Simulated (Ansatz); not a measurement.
Turn this script for the Ansatz DFT code, driven from Python into the input file that the command-line program reads.

The cells in order, each with its output:

**Cell 1**
```python
import warnings

import ansatz as az
import matplotlib.pyplot as plt
import numpy as np
from pymatgen.core import Structure
from pymatgen.symmetry.analyzer import SpacegroupAnalyzer
```

**Cell 2**
```python
def edges_and_angles(cell):
    cell = np.asarray(cell)
    a, b, c = np.linalg.norm(cell, axis=1)
    cosines = cell[1] @ cell[2] / (b * c), cell[0] @ cell[2] / (a * c), cell[0] @ cell[1] / (a * b)
    return (a, b, c, *np.degrees(np.arccos(cosines)))
```

**Cell 3**
```python
warnings.simplefilter('ignore', az.DeckWarning)

vectors = np.array([
    [0.0, 4.566125, 4.566125],
    [4.566125, 0.0, 4.566125],
    [4.566125, 4.566125, 0.0],
])
system = (
    az.Lattice.of(vectors)
    .atom('Cs', [0.25, 0.25, 0.25])
    .atom('Cs', [0.75, 0.75, 0.75])
    .atom('Rb', [0.5, 0.5, 0.5])
    .atom('N', [0.0, 0.0, 0.0])
    .atom('F', [0.202711, 0.797289, 0.797289])
    .atom('F', [0.202711, 0.797289, 0.202711])
    .atom('F', [0.797289, 0.202711, 0.797289])
    .atom('F', [0.797289, 0.797289, 0.202711])
    .atom('F', [0.202711, 0.202711, 0.797289])
    .atom('F', [0.797289, 0.202711, 0.202711])
)
```

**Cell 4**
```python
# edges free, angles fixed
calc = system.calculation()
calc = calc.kpoints(mesh=(3, 3, 3))
calc = calc.functional('r2scan')
calc = calc.occupations(az.OccupationsMethod.FIXED).pseudopotentials('paw')
calc = calc.relax(force_tolerance=0.02, max_steps=100, fix_cell=['angles'], stress_tolerance=0.1)
calc = calc.potential()
steps = []
```

**Cell 5**
```python
def collect(event):
    if event['event'] == 'relax_step':
        steps.append(event['data'])
```

**Cell 6**
```python
done = calc.session().plan().execute(on_event=collect)
data = done.report

data['free_energy_ev']
```
Output:
```text
-19892.69204408762
```

**Cell 7**
```python
print('step   energy (eV)     max comp. (eV/A)   P (GPa)  SCF')
for s in steps:
    print(f'{s["step"]:4d} {s["lagrangian_ev"]:15.5f} {s["allowed_force_max_ev_ang"]:12.4f} {s["pressure_gpa"]:10.3f} {s["n_scf"]:5d}')
```
Output:
```text
step   energy (eV)     max comp. (eV/A)   P (GPa)  SCF
   1    -19892.61463       0.2337     -2.359     7
   2    -19892.68233       0.2276      0.247     7
   3    -19892.69685       0.0242     -0.037     6
   4    -19892.69723       0.0003     -0.005     6
   5    -19892.69204       0.0005      0.014     6
```

**Cell 8**
```python
first, last = steps[0], steps[-1]
symbols = [site.symbol for site in done.lattice.sites]
print(f'energy gained {first["lagrangian_ev"] - last["lagrangian_ev"]:.4f} eV in {len(steps) - 1} steps')
for label, vectors in (('before', first['cell_ang']), ('after', done.lattice.cell_ang)):
    print(label, 'a b c (A) {:.4f} {:.4f} {:.4f}  angles {:.2f} {:.2f} {:.2f}'.format(*edges_and_angles(vectors)), f' V = {abs(np.linalg.det(vectors)):.3f} A^3')
print('final stress xx yy zz (GPa, compression positive):', np.round(np.diag(data['stress_gpa']), 3) + 0.0)
```
Output:
```text
energy gained 0.0774 eV in 4 steps
before a b c (A) 6.4575 6.4575 6.4575  angles 60.00 60.00 60.00  V = 190.403 A^3
after a b c (A) 6.3386 6.3386 6.3386  angles 60.00 60.00 60.00  V = 180.081 A^3
final stress xx yy zz (GPa, compression positive): [0.014 0.014 0.014]
```

**Cell 9**
```python
print('relaxed fractional positions')
for site in done.lattice.sites:
    print(f'  {site.symbol:2s}', ' '.join(f'{v % 1:8.5f}' for v in np.round(site.position_frac, 5)))
```
Output:
```text
relaxed fractional positions
  Cs  0.25000  0.25000  0.25000
  Cs  0.75000  0.75000  0.75000
  Rb  0.50000  0.50000  0.50000
  N   0.00000  0.00000  0.00000
  F   0.20308  0.79692  0.79692
  F   0.20308  0.79692  0.20308
  F   0.79692  0.20308  0.79692
  F   0.79692  0.79692  0.20308
  F   0.20308  0.20308  0.79692
  F   0.79692  0.20308  0.20308
```

**Cell 10**
```python
fig, (top, bottom) = plt.subplots(2, 1, sharex=True, figsize=(4.5, 4))
top.plot([s['lagrangian_ev'] - last['lagrangian_ev'] for s in steps], 'o-')
top.set_ylabel('E - E(final) (eV)')
bottom.semilogy([max(s['allowed_force_max_ev_ang'], 1e-6) for s in steps], 's-')
bottom.set(xlabel='step', ylabel='largest force (eV/A)')
fig.tight_layout()
fig.savefig('relax.png', dpi=100)
```

**Cell 11**
```python
print('atom   start x y z (A)              end x y z (A)')
for symbol, a, b in zip(symbols, first['positions_ang'], last['positions_ang']):
    print(f'{symbol:3s}', ' '.join(f'{v:8.4f}' for v in a), '  ', ' '.join(f'{v:8.4f}' for v in b))
```
Output:
```text
atom   start x y z (A)              end x y z (A)
Cs    2.2831   2.2831   2.2831      2.2410   2.2410   2.2410
Cs    6.8492   6.8492   6.8492      6.7231   6.7231   6.7231
Rb    4.5661   4.5661   4.5661      4.4821   4.4821   4.4821
N     0.0000   0.0000   0.0000      0.0000  -0.0000   0.0000
F     7.2810   4.5661   4.5661      7.1437   4.4821   4.4821
F     4.5661   1.8512   4.5661      4.4821   1.8205   4.4821
F     4.5661   7.2810   4.5661      4.4821   7.1437   4.4821
F     4.5661   4.5661   7.2810      4.4821   4.4821   7.1437
F     4.5661   4.5661   1.8512      4.4821   4.4821   1.8205
F     1.8512   4.5661   4.5661      1.8205   4.4821   4.4821
```

**Cell 12**
```python
energy = data['free_energy_ev']
print('Cs2RbNF6: {:.6f} eV = {:.6f} Ry = {:.6f} Ha'.format(energy, energy / 13.605693, energy / 27.211386))
print('Fermi level {:.4f} eV, {} k-points, {} symmetry operations'.format(data['fermi_energy_ev'], data['n_kpoints'], data['n_symmetry_ops']))
```
Output:
```text
Cs2RbNF6: -19892.692044 eV = -1462.085911 Ry = -731.042955 Ha
Fermi level 2.7504 eV, 6 k-points, 12 symmetry operations
```

**Cell 13**
```python
v = done.potential()
line = v.v_es_ev.mean(axis=(0, 1))
print('planar mean of the electrostatic potential along the third grid axis (eV):')
np.round(line[:: max(len(line) // 12, 1)], 3)
```
Output:
```text
planar mean of the electrostatic potential along the third grid axis (eV):
array([6.015, 5.427, 1.521, 1.349, 4.504, 3.1  , 1.468, 3.1  , 4.504,
       1.349, 1.521, 5.427])
```

**Cell 14**
```python
final = Structure(done.lattice.cell_ang, [s.symbol for s in done.lattice.sites], [s.position_frac for s in done.lattice.sites])
analyser = SpacegroupAnalyzer(final, symprec=0.01)
standard = analyser.get_conventional_standard_structure()
print(analyser.get_crystal_system(), analyser.get_space_group_symbol(), len(standard), 'atoms in the conventional cell')
print('a b c (A):', [round(x, 4) for x in standard.lattice.abc], ' angles:', [round(x, 2) for x in standard.lattice.angles])
print(f'mass density {float(final.density):.3f} g/cm^3')
```
Output:
```text
cubic Fm-3m 40 atoms in the conventional cell
a b c (A): [8.9642, 8.9642, 8.9642]  angles: [90.0, 90.0, 90.0]
mass density 4.419 g/cm^3
```

`input.yaml`:
```yaml
crystal:
  lattice:
    - [0.0, 4.566125, 4.566125]
    - [4.566125, 0.0, 4.566125]
    - [4.566125, 4.566125, 0.0]
  atoms:
    - { symbol: Cs, position: [0.25, 0.25, 0.25] }
    - { symbol: Cs, position: [0.75, 0.75, 0.75] }
    - { symbol: Rb, position: [0.5, 0.5, 0.5] }
    - { symbol: "N", position: [0.0, 0.0, 0.0] }
    - { symbol: F, position: [0.202711, 0.797289, 0.797289] }
    - { symbol: F, position: [0.202711, 0.797289, 0.202711] }
    - { symbol: F, position: [0.797289, 0.202711, 0.797289] }
    - { symbol: F, position: [0.797289, 0.797289, 0.202711] }
    - { symbol: F, position: [0.202711, 0.202711, 0.797289] }
    - { symbol: F, position: [0.797289, 0.202711, 0.202711] }
kpoints:
  mp_grid: { grid: [3, 3, 3] }
hamiltonian:
  xc: r2scan
  pseudopotentials: { kind: paw }
scf:
  occupations: { method: fixed }
relax:
  f_tol: 0.02
  max_steps: 100
  cell: { stress_tol: 0.1, fix: [angles] }
output:
  write_potential: true
```

The program run on that file:
```console
$ ansatz run input.yaml --threads 1 --pin off --max-ram 3072MiB --backend cpu --events-out ev --progress --plain --runs-dir out
Warning: crystal.symmetry: narrowed to the stabiliser of the fixed cell quantities (relax.cell.fix) — unitary ops 48 → 12. The narrowing is safe, since a smaller group never makes results wrong: the run goes on under it, on as many k-points as the starting group would need, or more. Excluded: 36 operations that would move a fixed cell quantity at a test [...]
Engine: ansatz 0.2.0, aarch64-unknown-linux-gnu
Pseudopotentials: kind: paw
Pseudopotential: Cs, paw, valence charge 9, recommended cutoff 500 eV (meta_gga), Cs.paw.azcp
Pseudopotential: Rb, paw, valence charge 9, recommended cutoff 500 eV (meta_gga), Rb.paw.azcp
Pseudopotential: N, paw, valence charge 5, recommended cutoff 500 eV (meta_gga), N.paw.azcp
Pseudopotential: F, paw, valence charge 7, recommended cutoff 500 eV (meta_gga), F.paw.azcp
Functional definition: r2SCAN
  parameter k0 = 0.174
  parameter k1 = 0.065
  parameter a1 = 4.9479
  exchange = r2scan_x(k0 = k0, k1 = k1, a1 = a1)
  correlation = r2scan_c
Crystal: 10 atoms, lattice volume = 190.403 Å³
Basis set: ecut = 500 eV, 4909 PW (Γ), exchange–correlation on 192×192×192 points (64 copies of the dense FFT grid, shifted against one another)
Bands: 47, of which v1, the nominal top of the filled ones, is band 37 counted from 1 (36 counted from 0)
Symmetry: 12 space group operations
k-points: 6 of 27
Non-local potential: Cs, projectors of the file, l = 0: 3, l = 1: 2, l = 2: 2, l = 3: 2
Non-local potential: Rb, projectors of the file, l = 0: 3, l = 1: 2, l = 2: 2
Non-local potential: N, projectors of the file, l = 0: 2, l = 1: 2, l = 2: 1
Non-local potential: F, projectors of the file, l = 0: 2, l = 1: 2, l = 2: 1
PAW form: soft (Blöchl's): semilocal exchange-correlation on the pseudo side does not see the compensation charge
PAW frozen core: Cs, regenerated for the run's functional (the file was generated under x = pbe(κ = 0.804, μ = 0.2195149727645171), c = pbe(β = 0.06672455060314922))
PAW frozen core: Rb, regenerated for the run's functional (the file was generated under x = pbe(κ = 0.804, μ = 0.2195149727645171), c = pbe(β = 0.06672455060314922))
PAW frozen core: N, regenerated for the run's functional (the file was generated under x = pbe(κ = 0.804, μ = 0.2195149727645171), c = pbe(β = 0.06672455060314922))
PAW frozen core: F, regenerated for the run's functional (the file was generated under x = pbe(κ = 0.804, μ = 0.2195149727645171), c = pbe(β = 0.06672455060314922))
PAW one-centre angular grid: Cs, 302 points (default); XC on 160 Gauss nodes
PAW one-centre angular grid: Rb, 302 points (default); XC on 160 Gauss nodes
PAW one-centre angular grid: N, 302 points (default); XC on 160 Gauss nodes
PAW one-centre angular grid: F, 302 points (default); XC on 160 Gauss nodes
Initial density: superposition of atomic densities (neutral atoms: chi_scale 0, normalization atom), corrected by the library's trained network
Initial wavefunctions: pseudopotential atomic-orbital guess
Functional: x = r2scan, c = r2scan; τ floored in thin density (d = 2e-4 eV/Å³)
SCF iter   1: F=—  HF=-19892.539093 eV  |F-HF|=—  |Δ(HF+E_count)|=         —  Δρ=1.20e-2  dr2=2.72e-1  dr2_τ=2.65e-1  ethr=1.77e-3  ⟨swp⟩=4.8  Hψ=1047  notcnv=0  defer=44
preconditioner: auto → Resta (q_TF=auto, 2.331 Å⁻¹)  ε∞=3.3  [insulator: Δε(μ)=3.620 eV  Ē_g=14.967 eV  n_scr=50 (ndim 8)  ℏωp=22.8 eV  f_vac=0.054  ε∞_Penn≈3.3]
SCF iter   2: F=—  HF=-19892.641821 eV  |F-HF|=—  |Δ(HF+E_count)|=   1.03e-1  Δρ=9.13e-3  dr2=1.54e-1  dr2_τ=3.14e-2  ethr=3.68e-4  ⟨swp⟩=3.0  Hψ=532  notcnv=0  defer=44
SCF iter   3: F=—  HF=-19892.618184 eV  |F-HF|=—  |Δ(HF+E_count)|=   2.36e-2  Δρ=2.22e-3  dr2=8.57e-3  dr2_τ=6.85e-4  ethr=2.08e-4  ⟨swp⟩=2.0  Hψ=281  notcnv=0  defer=42
SCF iter   4: F=—  HF=-19892.614678 eV  |F-HF|=—  |Δ(HF+E_count)|=   3.51e-3  Δρ=5.43e-4  dr2=3.58e-4  dr2_τ=3.83e-5  ethr=1.16e-5  ⟨swp⟩=2.8  Hψ=460  notcnv=0  defer=44
SCF iter   5: F=—  HF=-19892.614766 eV  |F-HF|=—  |Δ(HF+E_count)|=   8.86e-5  Δρ=1.22e-4  dr2=2.87e-5  dr2_τ=3.35e-6  ethr=4.84e-7  ⟨swp⟩=2.0  Hψ=538  notcnv=0  defer=44
SCF iter   6: F=—  HF=-19892.614632 eV  |F-HF|=—  |Δ(HF+E_count)|=   1.35e-4  Δρ=3.45e-5  dr2=2.52e-6  dr2_τ=2.71e-7  ethr=3.88e-8  ⟨swp⟩=2.8  Hψ=477  notcnv=0  defer=36
SCF iter   7: F=-19892.614633 eV  HF=-19892.614633 eV  |F-HF|=5.81e-8  |Δ(HF+E_count)|=   1.13e-6  Δρ=6.60e-6  dr2=6.78e-8  dr2_τ=1.20e-8  ethr=1.35e-10  ⟨swp⟩=7.3  Hψ=2108  notcnv=0
SCF 1 converged in 7 iterations: F = -19892.614633 eV  dr2 = 6.78e-8
  greatest PAW one-centre occupation: 0.974 electrons in one spin orbital (limit 2), on the Rb atom at site 2 (counted from 0), in its partial waves of l = 0
relax step   1: F+E_penalty+E_count = -19892.61463285 eV  Δ(F+E_penalty+E_count) = +0.000e0 eV  max|allowed force component| = 2.337e-1 eV/Å  Δτ_max = 0.0000 Å  P = -2.359 GPa  Ω = 190.403 Å³  fix = [alpha, beta, gamma]  reactions: alpha -0.000, beta -0.000, gamma -0.000 GPa/rad  (7 SCF iters, dr2 threshold 1.00e-7 eV, accepted)
Crystal: 10 atoms, lattice volume = 177.224 Å³
Basis set: ecut = 500 eV, 4573 PW (Γ), exchange–correlation on 192×192×192 points (64 copies of the dense FFT grid, shifted against one another)
Initial density: handed on by an earlier stage of this run
Initial wavefunctions: those handed on with the density
iter 1 solved again at ethr=2.01e-4 eV; its pass at ethr=3.10e-3 eV (dr2=1.49e-1 eV) is discarded
SCF iter   1: F=—  HF=-19892.857335 eV  |F-HF|=—  |Δ(HF+E_count)|=         —  Δρ=8.08e-3  dr2=1.49e-1  dr2_τ=4.09e-1  ethr=2.01e-4  ⟨swp⟩=1.0  Hψ=1325  notcnv=0  defer=36
preconditioner: auto → Resta (q_TF=auto, 2.359 Å⁻¹)  ε∞=3.5  [insulator: Δε(μ)=3.563 eV  Ē_g=15.074 eV  n_scr=50 (ndim 8)  ℏωp=23.7 eV  f_vac=0.034  ε∞_Penn≈3.5]
SCF iter   2: F=—  HF=-19892.689810 eV  |F-HF|=—  |Δ(HF+E_count)|=   1.68e-1  Δρ=4.60e-3  dr2=2.89e-2  dr2_τ=4.72e-3  ethr=2.01e-4  ⟨swp⟩=3.0  Hψ=514  notcnv=0  defer=42
SCF iter   3: F=—  HF=-19892.685430 eV  |F-HF|=—  |Δ(HF+E_count)|=   4.38e-3  Δρ=2.84e-3  dr2=1.55e-2  dr2_τ=1.73e-3  ethr=3.91e-5  ⟨swp⟩=2.8  Hψ=521  notcnv=0  defer=44
[... 49 lines left out ...]
  E_kinetic    = 1835.335022
  E_local      = -5198.924773  (includes V_loc(G=0)·N_el)
  E_nonlocal   = 715.125032
  E_hartree    = 1942.784831
  E_xc         = -983.584398
  E_vxc        = -1207.680846  (∫ρ·V_xc dr)
  E_paw        = -14159.938919  (= ΣΔE_a)
  E_vpaw       = -501.834550  (= ΣTr[D̂ρ^β])
  E_aug_tail   = 0.005908  (compensation charges beyond the density's cutoff)
  E_vtau       = 78.248315  (kinetic-family band-sum trace: ∫τ·v_τ [+ j·A + Jᵃ·Aᵃ] dr)
  E_ewald      = -4043.229665
  E_core_change = -0.265083  (= ΣΔE_core)
  E_smearing   = -0.000000  (= −TS)
  E_closure    = -0.000000  (closes the sum)
  Σ components = -19892.692044   (vs F -19892.692044, Δ=0.00e0)
--- Forces (eV/Å), atoms counted from 1 ---
  atom   1  Cs     0.00000009     0.00000009     0.00000009
  atom   2  Cs    -0.00000009    -0.00000009    -0.00000009
  atom   3  Rb     0.00000000     0.00000000     0.00000000
  atom   4  N      0.00000000     0.00000000     0.00000000
  atom   5  F      0.00050149    -0.00000028    -0.00000028
  atom   6  F      0.00000028    -0.00050149     0.00000028
  atom   7  F     -0.00000028     0.00050149    -0.00000028
  atom   8  F     -0.00000028    -0.00000028     0.00050149
  atom   9  F      0.00000028     0.00000028    -0.00050149
  atom  10  F     -0.00050149     0.00000028     0.00000028
  max |Σ_I F_I| component: 1.81e-18 eV/Å
--- Stress (GPa, compression-positive) ---
        0.013654       0.000001       0.000001
        0.000001       0.013654       0.000001
        0.000001       0.000001       0.013654
  P = ⅓ Tr σ = 0.0137 GPa (0.137 kbar)
--- Band table (eV; the first three rows and the last of 6) ---
  k-point 0: bands = ["-21.8017", "-19.8625", "-18.9286", "-18.9286", "-18.9286", "-18.5968", "-18.5968", "-16.0688", "-16.0360", "-10.5801", "-5.5387", "-5.5387", "-5.5387", "-3.1021", "-3.1021", "-3.1021", "-2.6452", "-2.6452", "-2.6452", "-1.7215", "-1.7215", "-1.7215", "0.8576", "0.8576", "0.8576", "0.9511", "0.9511", "1.2792", "1.2792", "1.2792", [...]
  k-point 1: bands = ["-21.7916", "-19.8945", "-18.9201", "-18.9201", "-18.8995", "-18.6074", "-18.6074", "-16.0693", "-16.0543", "-10.6108", "-5.4806", "-5.4806", "-5.3968", "-2.9265", "-2.9265", "-2.7291", "-2.6894", "-2.6894", "-2.6200", "-1.9844", "-1.9844", "-1.9810", "0.4452", "0.6829", "0.6829", "1.2214", "1.2214", "1.2300", "1.2371", "1.2371", [...]
  k-point 2: bands = ["-21.7898", "-19.8848", "-18.9316", "-18.9316", "-18.9240", "-18.5955", "-18.5838", "-16.0693", "-16.0600", "-10.5959", "-5.5317", "-5.5317", "-5.4163", "-2.9122", "-2.9122", "-2.7625", "-2.5741", "-2.5446", "-2.5446", "-2.0269", "-1.8366", "-1.8366", "0.3740", "0.5801", "0.5801", "0.9541", "1.0592", "1.1916", "1.2596", "1.2596", [...]
  k-point 5: bands = ["-21.7864", "-19.8950", "-18.9413", "-18.9216", "-18.9096", "-18.6067", "-18.5795", "-16.0686", "-16.0666", "-10.6068", "-5.4958", "-5.4764", "-5.4208", "-2.8308", "-2.7938", "-2.6712", "-2.6686", "-2.5291", "-2.4167", "-2.1286", "-2.0451", "-1.8974", "0.3221", "0.3748", "0.5549", "1.0223", "1.1843", "1.2352", "1.2628", "1.2875", [...]
--- Relaxed structure (4 steps of the walk, 4 accepted, 1 SCFs on fresh bases) ---
  F+E_penalty+E_count = -19892.69204409 eV   max|allowed force component| = 5.015e-4 eV/Å   (the final SCF, on the basis selected at the relaxed cell)
  cell:  # Å, volume = 180.0811 Å³
    - [-7.062268431521253e-18, 4.482077623014424, 4.482077623014424]
    - [4.482077623014424, 1.73792297193125e-17, 4.482077623014424]
    - [4.482077623014424, 4.482077623014424, 2.1538759228954023e-18]
  atoms:
    - { symbol: Cs, position: [0.249999993718098, 0.249999993718098, 0.249999993718098] }
    - { symbol: Cs, position: [0.7500000062819021, 0.7500000062819021, 0.7500000062819021] }
    - { symbol: Rb, position: [0.5, 0.5, 0.5] }
    - { symbol: N, position: [-6.490469087245503e-20, 1.268461055341406e-19, 3.461628922950254e-20] }
    - { symbol: F, position: [0.203082206505671, 0.7969178049505135, 0.7969178049505135] }
    - { symbol: F, position: [0.20308219504948666, 0.7969177934943289, 0.20308219504948666] }
    - { symbol: F, position: [0.7969178049505135, 0.203082206505671, 0.7969178049505135] }
    - { symbol: F, position: [0.7969178049505135, 0.7969178049505135, 0.203082206505671] }
    - { symbol: F, position: [0.20308219504948663, 0.20308219504948663, 0.7969177934943289] }
    - { symbol: F, position: [0.7969177934943289, 0.20308219504948666, 0.20308219504948666] }
```

Notes:
- Total energies depend on the potentials; only differences at equal settings carry meaning. A total without «per atom» is that of the cell as typed.
- With fixed filling the reported Fermi level is the top filled level among the k-points of the SCF.
- An absolute Fermi energy rests on an arbitrary zero of the periodic potential and has no direct meaning.
- Energies along a relaxation are free energies. Rows at an unchanged volume are solved on a plane-wave basis chosen afresh for that cell, so the energy jumps there and such rows are no steps of the walk.
- Edges and angles are those of the cell as typed, here a primitive one, not of the conventional cell.
- This cell is a computed structure, which may not be the phase found in nature.
- The script silences the warnings on its input, which a real study should read.
- Finished in 43 s on 1 thread of Arm Neoverse V2, with other jobs on the host, peak memory 1.1 GiB.

(Lines on the test bed's own set-up are left out of the output.)
